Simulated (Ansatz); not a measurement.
# BSe2: the cost of one run

Computed with Ansatz 0.2.0 (DFT PBE, scalar-relativistic, plane waves, PAW, unless a step's input says otherwise).

1 further run of the same task is left out (it didn't finish).

### Step 1. Starting point

Symmetry: Fd-3m, No. 227, cubic system. The conventional cell has a = 7.796 Å, b = 7.796 Å, c = 7.796 Å, α = 90.00°, β = 90.00°, γ = 90.00°. B (site symmetry -43m) has 12 Se at 3.23 Å and 4 B at 3.38 Å as nearest neighbours. Se (site symmetry -3m) has 6 Se at 2.76 Å as nearest neighbours.

As a file:

```cif
data_structure
_symmetry_space_group_name_H-M 'Fd-3m:1'
_symmetry_Int_Tables_number 227
_cell_length_a 7.7964
_cell_length_b 7.7964
_cell_length_c 7.7964
_cell_angle_alpha 90.000
_cell_angle_beta 90.000
_cell_angle_gamma 90.000
_cell_volume 473.90
loop_
_atom_site_label
_atom_site_type_symbol
_atom_site_symmetry_multiplicity
_atom_site_Wyckoff_symbol
_atom_site_fract_x
_atom_site_fract_y
_atom_site_fract_z
_atom_site_occupancy
B1 B 8 b 0.00000 0.00000 0.50000 1
Se1 Se 16 c 0.12500 0.12500 0.12500 1
```

This is candidate A: cubic Laves (C15) type (Fd-3m, No. 227).

(A quick probe on a coarse mesh, which set the mesh and smearing, is not shown.)

### Step 3. Rough relaxation on the coarse mesh (candidate A)

The input, input.yaml:

```yaml
crystal:
  lattice:
    - [0.0, 3.8982031071, 3.8982031071]
    - [3.8982031071, 0.0, 3.8982031071]
    - [3.8982031071, 3.8982031071, 0.0]
  atoms:
    - { symbol: B, position: [0.0, 0.0, 0.0] }
    - { symbol: B, position: [0.25, 0.25, 0.25] }
    - { symbol: Se, position: [0.625, 0.625, 0.625] }
    - { symbol: Se, position: [0.125, 0.625, 0.625] }
    - { symbol: Se, position: [0.625, 0.625, 0.125] }
    - { symbol: Se, position: [0.625, 0.125, 0.625] }
basis:
  ecutwfc: 420
kpoints:
  mp_grid: { grid: [4, 4, 4] }
hamiltonian:
  xc: pbe
scf:
  occupations: { method: gaussian, width: 0.1 }
  lower_state_search: "off"
output:
  forces: true
  stress: true
  eigenvalues: true
relax:
  adjacent_minimum: "off"
  f_tol: 0.04
  max_steps: 70
  cell: { stress_tol: 0.4 }
```

On the command line:

```sh
> ansatz run input.yaml --threads 1 --pin off --max-ram 2560MiB --backend cpu --events-out ev --progress --plain --runs-dir out
```

What time and memory should one allow on 1 thread of Intel Xeon Platinum 8488C (Sapphire Rapids), shared host?

About 14 s, with a peak of 0.42 GiB.
